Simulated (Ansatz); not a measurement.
# BeBi2C2: the cost of one run

Program: Ansatz 0.2.0. Level of theory: DFT PBE, scalar-relativistic, plane waves, PAW. These are calculated values, not measurements.

**1. The starting structure**

It takes space group P6/mmm (No. 191, hexagonal). The conventional cell has a = 4.880 Å, b = 4.880 Å, c = 4.872 Å, α = 90.00°, β = 90.00°, γ = 120.00°. Be (site symmetry 6/mmm) has 6 Bi at 2.82 Å as nearest neighbours. Bi (site symmetry -6m2) is surrounded by 2 C at 2.44 Å. Around C (site symmetry -6m2) lie 2 Bi at 2.44 Å.

As a file:

```cif
data_structure
_symmetry_space_group_name_H-M 'P 1'
_symmetry_Int_Tables_number 1
_cell_length_a 4.8803
_cell_length_b 4.8803
_cell_length_c 4.8721
_cell_angle_alpha 90.000
_cell_angle_beta 90.000
_cell_angle_gamma 120.000
_cell_volume 100.50
loop_
_atom_site_label
_atom_site_type_symbol
_atom_site_fract_x
_atom_site_fract_y
_atom_site_fract_z
_atom_site_occupancy
Be1 Be 0.00000 0.00000 0.50000 1
Bi1 Bi 0.33333 0.66667 0.50000 1
Bi2 Bi 0.66667 0.33333 0.50000 1
C1 C 0.33333 0.66667 0.00000 1
C2 C 0.66667 0.33333 0.00000 1
```

Recipe of the guess: random cell by space group and Wyckoff sites (P6/mmm, No. 191). Its size is a rough estimate.

**2. The guess as it stands, on a coarse mesh**

Input file input.yaml:

```yaml
crystal:
  lattice:
    - [4.88034475, 0.0, 0.0]
    - [-2.44017237, 4.22650253, 0.0]
    - [0.0, 0.0, 4.87209763]
  atoms:
    - { symbol: Be, position: [0.0, 0.0, 0.5] }
    - { symbol: Bi, position: [0.33333333, 0.66666667, 0.5] }
    - { symbol: Bi, position: [0.66666667, 0.33333333, 0.5] }
    - { symbol: C, position: [0.33333333, 0.66666667, 0.0] }
    - { symbol: C, position: [0.66666667, 0.33333333, 0.0] }
basis:
  ecutwfc: 420
kpoints:
  mp_grid: { grid: [6, 6, 4] }
hamiltonian:
  xc: pbe
scf:
  occupations: { method: gaussian, width: 0.1 }
  lower_state_search: "off"
output:
  forces: true
  stress: true
  eigenvalues: true
```

Command:

```bash
$ ansatz run input.yaml --threads 1 --pin off --max-ram 2560MiB --backend cpu --events-out ev --progress --plain --runs-dir out
```

**Question.** How long does this run take on 1 thread of Arm Neoverse V1, shared host, and how much memory does it need?

About 3.4 s, with a peak of 0.36 GiB.
